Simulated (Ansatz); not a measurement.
# AsBF₃H₃: up Jacob's ladder to CCSD(T)

An exercise on one series of results from a longer session: the logs are not shown, and one member is left open.

Method: functionals in def2-TZVPP, the program's frozen cores in correlated methods; program: Ansatz 0.2.0, Gaussian basis.

Levels to be run: LDA (SPW92), PBE-D4, revPBE-D4, BLYP-D4, r2SCAN-D4, B97M-V, PBE0-D4, B3LYP-D4, r2SCANh-D4, r2SCAN0-D4, HSE06-D4, BHLYP-D4, CAM-B3LYP-D4, LC-ωPBE, ωB97X-V, ωB97M-V, B2PLYP, PBE-QIDH; CCSD(T)/def2-SVP; CCSD(T)/def2-TZVPP; MP2/def2-QZVPP; extrapolation to the limit; RPA on PBE.

### The relaxed structure

An earlier PBE0-D4 in a triple-zeta def2 set relaxation fixed the geometry.

8 atoms, charge 0, spin multiplicity 1.

Atoms are counted from 1 here; the program's logs count them from 0.

Bond lengths: F1–B2 1.315 Å, B2–F3 1.315 Å, B2–F4 1.315 Å, As5–H6 1.517 Å, As5–H7 1.517 Å, As5–H8 1.517 Å. Angles: F1–B2–F3 119.8°, F1–B2–F4 119.8°, F3–B2–F4 119.9°, H6–As5–H7 93.6°, H6–As5–H8 93.6°, H7–As5–H8 93.6°.

As a file:

```xyz
8
charge 0, multiplicity 1
F     0.5520   -1.5492    1.6216
B     1.0655   -1.4658    0.4138
F     0.5576   -2.1832   -0.5644
F     2.1747   -0.7865    0.2196
As   -0.7135    0.9967   -0.2993
H    -0.6393    2.3041    0.4662
H    -0.6755    1.6776   -1.6541
H    -2.2291    0.9492   -0.2593
```

The first run:

The input, in.yaml:

```yaml
crystal:
  periodic: [false, false, false]
  atoms:
    - {symbol: F, position_ang: [0.551969, -1.549248, 1.621633]}
    - {symbol: B, position_ang: [1.065479, -1.465777, 0.413780]}
    - {symbol: F, position_ang: [0.557575, -2.183180, -0.564395]}
    - {symbol: F, position_ang: [2.174677, -0.786451, 0.219648]}
    - {symbol: As, position_ang: [-0.713535, 0.996670, -0.299254]}
    - {symbol: H, position_ang: [-0.639297, 2.304094, 0.466227]}
    - {symbol: H, position_ang: [-0.675549, 1.677648, -1.654125]}
    - {symbol: H, position_ang: [-2.229119, 0.949244, -0.259316]}
basis:
  gaussian: {orbitals: def2-TZVPP}
hamiltonian: {xc: lda}
output: {orbitals: {seedname: orbitals}}
```

Steps of the session up to this table: LDA; PBE-D4 (GGA); revPBE-D4 (GGA); BLYP-D4 (GGA); r2SCAN-D4 (meta-GGA); B97M-V (meta-GGA); PBE0-D4 (hybrid); B3LYP-D4 (hybrid); r2SCANh-D4 (hybrid); r2SCAN0-D4 (hybrid); HSE06-D4 (hybrid); BHLYP-D4 (hybrid); CAM-B3LYP-D4 (range-separated); LC-ωPBE-D4 (range-separated; the results give it without D4); ωB97X-V (range-separated); ωB97M-V (range-separated); B2PLYP (double hybrid); PBE-QIDH (double hybrid).

One of the session's tables, all rows but one given; the rest of the session is left out.

It belongs to the step «Orbital energies across the functionals». 

| functional | HOMO (eV) | LUMO (eV) | gap (eV) |
| --- | --- | --- | --- |
| LDA (SPW92) | -7.23 | -0.72 | 6.51 |
| PBE-D4 | -7.10 | -0.50 | 6.60 |
| revPBE-D4 | ? | ? | ? |
| BLYP-D4 | -6.98 | -0.45 | 6.52 |
| r2SCAN-D4 | -7.39 | -0.24 | 7.15 |
| B97M-V | -7.44 | -0.35 | 7.09 |
| PBE0-D4 | -8.24 | 0.36 | 8.60 |
| B3LYP-D4 | -8.05 | 0.06 | 8.11 |
| r2SCANh-D4 | -7.81 | 0.07 | 7.88 |
| r2SCAN0-D4 | -8.44 | 0.52 | 8.96 |
| HSE06-D4 | -7.84 | -0.02 | 7.82 |
| BHLYP-D4 | -9.28 | 1.07 | 10.35 |
| CAM-B3LYP-D4 | -9.56 | 1.18 | 10.74 |
| LC-ωPBE | -10.86 | 2.48 | 13.34 |
| ωB97X-V | -10.53 | 2.30 | 12.83 |
| ωB97M-V | -10.41 | 1.89 | 12.30 |

**Question.** Estimate the row for revPBE-D4.

As computed: HOMO (eV): -7.04; LUMO (eV): -0.42; gap (eV): 6.61. In the column «HOMO (eV)» it lies between PBE-D4 (-7.10) and BLYP-D4 (-6.98).
